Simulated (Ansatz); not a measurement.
**C4H11B: vertical ionisation energy**

One table from this session's results is given with a row withheld; the runs are named, their logs left out.

Computed with Ansatz 0.2.0, Gaussian basis. Level: unrestricted cation, the program's frozen cores in correlated methods.

Plan: UKS PBE-D4/def2-TZVPP; UKS r2SCAN-D4/def2-TZVPP; UKS PBE0-D4/def2-TZVPP; UKS B3LYP-D4/def2-TZVPP; UKS wB97X-V/def2-TZVPP; UKS wB97M-V/def2-TZVPP; UKS B2PLYP/def2-TZVPP; UHF-CCSD(T)/def2-TZVPP; UHF-MP2/def2-QZVPP; extrapolation to the limit; then −ε(HOMO) from the neutral's earlier runs with LDA (SPW92), PBE-D4, revPBE-D4, BLYP-D4, r2SCAN-D4, B97M-V, PBE0-D4, B3LYP-D4, r2SCANh-D4, r2SCAN0-D4, HSE06-D4, BHLYP-D4, CAM-B3LYP-D4, LC-ωPBE, ωB97X-V, ωB97M-V.

## The relaxed structure

All runs share one geometry, relaxed beforehand with PBE0-D4 in a triple-zeta def2 set.

SMILES `CBC(C)C`, 16 atoms, charge 0, spin multiplicity 1.

Atoms are counted from 1 here; the program's logs count them from 0.

Bond lengths: C1–B2 1.557 Å, C1–H6 1.094 Å, C1–H7 1.091 Å, C1–H8 1.101 Å, B2–C3 1.567 Å, B2–H9 1.206 Å, C3–C4 1.524 Å, C3–C5 1.531 Å, C3–H10 1.108 Å, C4–H11 1.093 Å, C4–H12 1.094 Å, C4–H13 1.095 Å, C5–H14 1.092 Å, C5–H15 1.094 Å, C5–H16 1.094 Å. Angles: B2–C1–H6 112.1°, B2–C1–H7 115.9°, B2–C1–H8 106.6°, H6–C1–H7 109.5°, H6–C1–H8 104.6°, H7–C1–H8 107.4°, C1–B2–C3 125.7°, C1–B2–H9 117.8°, C3–B2–H9 116.4°, B2–C3–C4 116.6°, B2–C3–C5 112.4°, B2–C3–H10 101.0°, C4–C3–C5 111.5°, C4–C3–H10 108.0°, C5–C3–H10 106.3°, C3–C4–H11 112.0°, C3–C4–H12 111.5°, C3–C4–H13 111.0° and more.

Set-up of the first run:

in.yaml reads:

```yaml
crystal:
  periodic: [false, false, false]
  atoms:
    - {symbol: C, position_ang: [-1.216832, -1.632713, -0.788326]}
    - {symbol: B, position_ang: [-0.512744, -0.945153, 0.418690]}
    - {symbol: C, position_ang: [0.559075, 0.193427, 0.324463]}
    - {symbol: C, position_ang: [0.763963, 0.826231, -1.046195]}
    - {symbol: C, position_ang: [0.377292, 1.255609, 1.411806]}
    - {symbol: H, position_ang: [-2.262741, -1.871559, -0.573832]}
    - {symbol: H, position_ang: [-1.150807, -1.105016, -1.741499]}
    - {symbol: H, position_ang: [-0.729967, -2.611399, -0.920263]}
    - {symbol: H, position_ang: [-0.752404, -1.365710, 1.523069]}
    - {symbol: H, position_ang: [1.480809, -0.363009, 0.585369]}
    - {symbol: H, position_ang: [0.974022, 0.078470, -1.814599]}
    - {symbol: H, position_ang: [1.596240, 1.536648, -1.039121]}
    - {symbol: H, position_ang: [-0.128283, 1.376439, -1.361141]}
    - {symbol: H, position_ang: [0.291202, 0.805968, 2.403357]}
    - {symbol: H, position_ang: [1.217431, 1.956158, 1.426234]}
    - {symbol: H, position_ang: [-0.529256, 1.842908, 1.236090]}
basis:
  gaussian: {orbitals: def2-TZVPP}
total_charge: 1
magnetization: {spin_polarized: true, initial_magnetization: 1}
hamiltonian: {xc: pbe, dispersion: d4}
```

On the command line:

```console
$ ansatz run in.yaml --threads 2 --pin off --events-out ev --progress --plain --max-ram 32768MiB --backend cpu
```

Among the steps run: Cation, UKS PBE-D4/def2-TZVPP; Cation, UKS r2SCAN-D4/def2-TZVPP; Cation, UKS PBE0-D4/def2-TZVPP; Cation, UKS B3LYP-D4/def2-TZVPP; Cation, UKS wB97X-V/def2-TZVPP; Cation, UKS wB97M-V/def2-TZVPP; Cation, UKS B2PLYP (frozen core)/def2-TZVPP; Cation, UHF-CCSD(T)/def2-TZVPP; Cation, UHF-MP2/def2-QZVPP.

One table of the session follows, with a row left open; its other results are not shown here.

It belongs to the step «Ionisation energies side by side». For comparison, −ε(HOMO) of the neutral from earlier runs:

```
  functional  −ε(HOMO) (eV)
 LDA (SPW92)           6.77
      PBE-D4              ?
   revPBE-D4           6.68
     BLYP-D4           6.65
   r2SCAN-D4           6.97
      B97M-V           7.11
     PBE0-D4           8.05
    B3LYP-D4           7.88
  r2SCANh-D4           7.47
  r2SCAN0-D4           8.22
    HSE06-D4           7.65
    BHLYP-D4           9.37
CAM-B3LYP-D4           9.49
     LC-ωPBE          10.81
     ωB97X-V          10.48
     ωB97M-V          10.35
```

Q: Estimate the row for PBE-D4 from the others.

**Answer.** −ε(HOMO) (eV): 6.72. In the column «−ε(HOMO) (eV)» it lies between revPBE-D4 (6.68) and LDA (SPW92) (6.77).

Caveats from the session: The cation may have settled in a state other than its lowest; no search over hole states beyond the program's own was made.
